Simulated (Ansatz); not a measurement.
Zr2P3S, space group P4mm, a charge-density difference against the sublattices

Computed with Ansatz 0.2.0 through its Python package.

The script, `run_drho.py`:
```python
'''Density of Zr2P3S less that of its sublattices.'''

import ansatz as az
import numpy as np

FUNCTIONAL = 'pbesol'
VDW = 'D4'
CUTOFF = 460
KGRID = (7, 7, 3)

vectors0 = np.array([
    [3.60458374, 0.0, 0.0],
    [0.0, 3.60458374, 0.0],
    [0.0, 0.0, 7.84508055],
])
sites = [
    ('Zr', [0.5, 0.5, 0.26656355]),
    ('Zr', [0.0, 0.0, 0.73393773]),
    ('P', [0.5, 0.0, 0.99830879]),
    ('P', [0.0, 0.5, 0.99830879]),
    ('P', [0.0, 0.0, 0.37925725]),
    ('S', [0.5, 0.5, 0.62362388]),
]


def build(cell):
    crystal = az.Crystal(lattice=az.Lattice.of(cell))
    for symbol, position in sites:
        crystal = crystal.atom(symbol, position)
    return crystal


def main() -> None:
    # one cutoff and one grid for all runs, so that the fields can be subtracted
    def solve(crystal):
        return (
            crystal.calculation()
            .scf(algorithm='direct_min')
            .functional(FUNCTIONAL, dispersion=VDW)
            .occupations(az.OccupationsMethod.FERMI_DIRAC, width=100 * az.meV)
            .basis(CUTOFF, grid_basis='typed')
            .kpoints(*KGRID)
            .density()
            .run(threads=1)
        )


    whole = solve(build(vectors0))
    difference = whole.density().channels[0].density_e_per_ang3.copy()
    binding = whole.report['free_energy_ev']
    for element in ['Zr', 'P', 'S']:
        part = az.Crystal(lattice=az.Lattice.of(vectors0))
        for symbol, position in sites:
            if symbol == element:
                part = part.atom(symbol, position)
        alone = solve(part)
        difference -= alone.density().channels[0].density_e_per_ang3
        binding -= alone.report['free_energy_ev']
        print(f'{element} sublattice: {alone.report["n_electrons"]:g} electrons, {alone.report["n_iterations"]} iterations')

    voxel = abs(np.linalg.det(vectors0)) / difference.size
    print(f'energy of the crystal less its unpolarised sublattices: {binding / len(sites):.4f} eV/atom')
    print(f'net charge of the difference {difference.sum() * voxel:.5f} e, charge rearranged {0.5 * np.abs(difference).sum() * voxel:.3f} e')
    print(f'extremes {difference.min():.4f} and {difference.max():.4f} e/A^3')
    for (symbol, position) in sites:
        index = tuple(int(round(p * n)) % n for p, n in zip(position, difference.shape))
        print(f'  change of the pseudo-density at the grid point nearest {symbol}: {difference[index]:+.4f} e/A^3')
    profile = difference.mean(axis=(0, 1))
    print('planar mean along the third vector:', np.round(profile[:: max(len(profile) // 12, 1)], 4))


if __name__ == '__main__':
    main()
```

```console
$ python run_drho.py
RunWarning: dispersion: an atom stands within reach of a switch of its C6 between two reference coordination numbers of its element: through that C6 alone, e_disp changes by 0.025 eV or more while the distances to its neighbours run over a stretch of 0.05 Å that contains this geometry (sites counted from 0 in the [...]
Zr sublattice: 24 electrons, 5 iterations
P sublattice: 15 electrons, 6 iterations
S sublattice: 6 electrons, 5 iterations
energy of the crystal less its unpolarised sublattices: -3.6021 eV/atom
net charge of the difference 0.00000 e, charge rearranged 1.473 e
extremes -0.1845 and 0.1376 e/A^3
  change of the pseudo-density at the grid point nearest Zr: -0.0527 e/A^3
  change of the pseudo-density at the grid point nearest Zr: -0.0660 e/A^3
  change of the pseudo-density at the grid point nearest P: -0.0326 e/A^3
  change of the pseudo-density at the grid point nearest P: -0.0326 e/A^3
  change of the pseudo-density at the grid point nearest P: -0.0470 e/A^3
  change of the pseudo-density at the grid point nearest S: -0.0689 e/A^3
planar mean along the third vector: [-0.0262  0.0185 -0.0033 -0.0157  0.0248 -0.0099 -0.0019 -0.0024  0.013
 -0.0231  0.0097  0.0147]
```
(Warnings from the package without file and line, shortened.)

The settings weren't tested for convergence. Spin is left out of this run. Dispersion corrections can be off by several per cent in the lattices of metals, and by several GPa in the pressure at a fixed cell. The mesh is modest for a metal, so energies can be off by several to tens of meV an atom and pressures by half a GPa or more; differences at equal mesh fare better. Grid values close to the nuclei reflect the PAW or pseudopotential construction, not the all-electron fields. The structure comes from a database of computed cells and needn't be a stable or known phase. Charge moved counts every rearrangement, bonding and polarisation too, and is no transfer between atoms; the bare sublattices are artificial references. Values near the nuclei depend on the potentials. Hardware and time: 41 s on 1 thread of Arm Neoverse V2, on a shared host, peak memory 0.47 GiB.
